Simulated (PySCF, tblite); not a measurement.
# C8H11OP: geometry, infrared bands and NMR shifts

What infrared bands and NMR shifts should C8H11OP (`COc1ccc(C)c(C)p1`) show?

Programs: tblite 0.8.0 and PySCF 2.14.0, with density-fitted response routines of our own. Each step states its level of theory. These are calculated values for one molecule in the gas phase, unless marked as measured. Atoms are numbered from 0 throughout.

## (1) The molecule as given

21 atoms, charge 0, multiplicity 1; geometry from: force field or distance geometry start.

Bonds of the start (Å): C0–O1 1.42, O1–C2 1.38, C2–C3 1.39, C3–C4 1.41, C4–C5 1.42, C5–C6 1.51, C5–C7 1.42, C7–C8 1.50, C7–P9 1.85, P9–C2 1.84, C0–H10 1.10, C0–H11 1.08, C0–H12 1.09, C3–H13 1.10, C4–H14 1.08, C6–H15 1.10, C6–H16 1.10, C6–H17 1.09, C8–H18 1.10, C8–H19 1.09, C8–H20 1.10.

## (2) Relaxing the molecule with GFN2-xTB

Job settings and geometry (Å):

```
{"job": {"kind": "relax", "xc": "GFN2-xTB", "basis": "xTB"}, "charge": 0, "multiplicity": 1}
C      3.824000     0.881300     0.396500
O      3.084500    -0.332500     0.321500
C      1.718200    -0.224900     0.186100
C      1.074800    -1.460000     0.118300
C     -0.306900    -1.692600    -0.011100
C     -1.285500    -0.674700    -0.134700
C     -2.721600    -1.115400    -0.285600
C     -0.975600     0.710500    -0.108900
C     -2.055500     1.744400    -0.236900
P      0.751800     1.340300     0.070700
H      3.519900     1.473700     1.269400
H      4.870700     0.629500     0.514500
H      3.710000     1.460000    -0.519200
H      1.715500    -2.353500     0.200400
H     -0.633100    -2.724700    -0.041300
H     -2.816300    -2.208800    -0.269200
H     -3.322800    -0.737200     0.554100
H     -3.135200    -0.762600    -1.229500
H     -1.662700     2.770300    -0.199100
H     -2.582600     1.636200    -1.184700
H     -2.780600     1.657600     0.588200
```

The run is started by

```
OMP_NUM_THREADS=1 python probes_run.py task.json out
```

One launch serves the whole session: the jobs run in the order shown.

**Question.** This job is followed by: GFN2-xTB harmonic vibrations, gas phase; GIAO PBE0/pcSseg-1 NMR shielding, non-relativistic, gas phase. What will the session give for the following? strongest single infrared mode (GFN2-xTB); zero-point energy (GFN2-xTB); ¹³C shifts against TMS (PBE0/pcSseg-1); ¹H shifts against TMS (PBE0/pcSseg-1, means over atoms taken as alike); ¹⁷O shifts against H2O (PBE0/pcSseg-1); ³¹P shifts against H3PO4 (PBE0/pcSseg-1).

**Answer**, as computed:

```
                                                              quantity                                                    value
                             strongest single infrared mode (GFN2-xTB)                                    1229 cm⁻¹, 211 km/mol
                                          zero-point energy (GFN2-xTB)                                           105.4 kcal/mol
                                ¹³C shifts against TMS (PBE0/pcSseg-1)  204.1, 172.6, 140.0, 139.3, 126.0, 59.7, 27.1, 24.3 ppm
¹H shifts against TMS (PBE0/pcSseg-1, means over atoms taken as alike)                         7.58, 7.51, 4.11, 2.72, 2.43 ppm
                                ¹⁷O shifts against H2O (PBE0/pcSseg-1)                                                152.2 ppm
                              ³¹P shifts against H3PO4 (PBE0/pcSseg-1)                                                145.0 ppm
```

Relaxing lowered the energy by 0.428 eV in 40 steps; the close pair that moved most is C7–P9, from 1.847 to 1.746 Å. No mode is imaginary among the 57: a minimum at this level. The strongest single mode, at 1229 cm⁻¹, is carried by C2, H14, O1. GFN2-xTB is a fitted tight-binding method: band positions and strengths are rough. Its intensities can rank the bands wrongly. At PBE0/pcSseg-1: The widest tensor belongs to P9: span 499 ppm, with a paramagnetic part of -799 ppm. NICS(1)zz of -25 ppm above the planar ring from C2 marks a diatropic (aromatic) ring current.
